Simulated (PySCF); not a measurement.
Cl2BGeH3, in a box:

```
Cl B Ge H
1.0
    13.00000    0.00000    0.00000
     0.00000   13.00000    0.00000
     0.00000    0.00000   13.00000
Cl B Ge H
2 1 1 3
Cartesian
  8.0208 5.3484 8.0725
  5.1889 4.5849 7.4685
  6.4777 5.7548 7.3753
  6.1482 7.5752 6.4516
  5.7151 7.3373 4.9955
  5.0052 8.3110 7.1705
  7.4046 8.4571 6.4671
```

Base run:

| Quantity | Value |
| --- | --- |
| Program | PySCF 2.14.0 |
| Functional | wB97X |
| Potentials or basis | pob-tzvp-rev2 (all-electron) |
| k mesh | 1 × 1 × 1 |
| Occupations | fixed |
| Spin | no spin polarisation |

Its results: gap between the frontier levels 11.15 eV.

Q: After a change of settings the same cell gave: gap between the frontier levels 6.78 eV. Which change was it?
A. functional from wB97X to SOGGA11
B. functional from wB97X to PBE
C. functional from wB97X to SCAN0
D. functional from wB97X to PBE0; dispersion from none to D3(BJM)

A: C.

Caveats: this is a molecule in a periodic box at the Γ point, so its band gap is the HOMO-LUMO gap; relativity is left out, which matters for the heavier elements; the basis of atomic orbitals isn't converged, which shifts pressures, moduli and gaps.
